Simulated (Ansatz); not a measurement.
**HfClF₃: how energies converge with the basis set**

How large a basis does HfClF₃ need? Two functionals are run in growing sets.

Program: Ansatz 0.2.0, Gaussian basis. Level of theory: one geometry, several basis sets. These are calculated values, not measurements.

The runs, in order: PBE0-D4/def2-SVP; ωB97M-V/def2-SVP; PBE0-D4/def2-QZVPP; ωB97M-V/def2-QZVPP; the functionals' def2-TZVPP values are taken from earlier runs.

## Step 1: Structure used throughout

The geometry comes from an earlier relaxation with PBE0-D4 in a triple-zeta def2 set; it is a stationary point. Hf takes the def2 core potential; no spin-orbit term is included.

SMILES `[F][Hf]([F])([F])[Cl]`, 5 atoms, charge 0, spin multiplicity 1.

Atoms are counted from 1 here; the program's logs count them from 0.

Bond lengths: F1–Hf2 1.891 Å, Hf2–F3 1.891 Å, Hf2–F4 1.891 Å, Hf2–Cl5 2.339 Å. Angles: F1–Hf2–F3 108.8°, F1–Hf2–F4 108.8°, F1–Hf2–Cl5 110.1°, F3–Hf2–F4 108.8°, F3–Hf2–Cl5 110.1°, F4–Hf2–Cl5 110.1°.

## Step 2: PBE0-D4 in def2-SVP

The input, in.yaml:

```yaml
crystal:
  periodic: [false, false, false]
  atoms:
    - {symbol: F, position_ang: [-0.671888, -0.515514, 1.714542]}
    - {symbol: Hf, position_ang: [0.015857, -0.091310, 0.004723]}
    - {symbol: F, position_ang: [1.827954, -0.626510, -0.074747]}
    - {symbol: F, position_ang: [-0.961433, -1.048142, -1.301352]}
    - {symbol: Cl, position_ang: [-0.160490, 2.207877, -0.384566]}
basis:
  gaussian: {orbitals: def2-SVP}
hamiltonian: {xc: pbe0, dispersion: d4}
output: {orbitals: {seedname: orbitals}}
```

On the command line:

```sh
> ansatz run in.yaml --threads 4 --pin off --events-out ev --progress --plain --max-ram 10444MiB
```

Further steps of the session: ωB97M-V in def2-SVP; PBE0-D4 in def2-QZVPP; ωB97M-V in def2-QZVPP.

**Question.** What will the summary of the whole plan be? Wanted: PBE0-D4: double and triple zeta above quadruple; ωB97M-V: double and triple zeta above quadruple.

**Answer**, as computed:

| quantity | value |
| --- | --- |
| PBE0-D4: double and triple zeta above quadruple | 15.65, 0.83 eV |
| ωB97M-V: double and triple zeta above quadruple | 15.76, 0.77 eV |

**Reading.** For PBE0-D4 the step from double to triple zeta gains 14.82 eV and the next only 0.83 eV. Total energies overstate the basis error of differences, where much of it tends to cancel.
